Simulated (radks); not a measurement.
# Valence configurations of Pd

An exercise on one series of results from a longer session: the logs are not shown, and one member is left open.

The numbers are computed with radks (a radial shooting solver on a logarithmic mesh, Libxc functionals) version 1 (non-relativistic Kohn-Sham, LDA (Slater exchange, Perdew-Wang correlation), spin-unpolarised, spherical densities, point nucleus), except any that are marked as measured or tabulated.

### Starting point

- element: palladium (Z = 46)
- charge: 0
- electrons: 46
- configuration: [Kr] 4d10
- others tried: 4d9 5s1; 4d9 5p1; 4d8 5p2; 4d9 5s0.5 5p0.5; 4d8 5s1 5p1; 4d7 5s2 5p1; 4d8 5s0.5 5p1.5; 4d7.5 5s0.5 5p2; 4d8 5s2

Outer shells as boxes (Hund's rule):

Pd
```
[Kr] core
4d [↑↓][↑↓][↑↓][↑↓][↑↓]
```

Set-up of the first run:

Settings of this run:

```text
Z 46
configuration [Kr] 4d10
relativity non-relativistic
functional lda,pw
spin unpolarised
nucleus point
```

Steps of the session up to this table: [Kr] 4d10.

One table of the session follows, with a row left open; its other results are not shown here.

It belongs to the step «[Kr] 4d10». From the orbitals of this run (lengths in bohr):

| level | <r> | outermost maximum (interpolated) | 90 % within | nodes |
| --- | --- | --- | --- | --- |
| 2s | 0.1439 | 0.122 | 0.221 | 1 |
| 2p | 0.1230 | 0.0956 | 0.200 | 0 |
| 3s | 0.3926 | 0.354 | 0.578 | 2 |
| 3p | 0.3847 | 0.340 | 0.579 | 1 |
| 3d | 0.3576 | 0.282 | 0.566 | 0 |
| 4s | 0.9769 | 0.876 | 1.42 | 3 |
| 4p | ? | ? | ? | ? |
| 4d | 1.574 | 1.09 | 2.63 | 1 |

Estimate the missing values for 4p.

The run gave: <r>: 1.057; outermost maximum (interpolated): 0.920; 90 % within: 1.57; nodes: 2. In the column «<r>» it lies between 4s (0.9769) and 4d (1.574).

To keep in mind: Relativity is left out, which favours d and f over s occupation in heavy atoms.
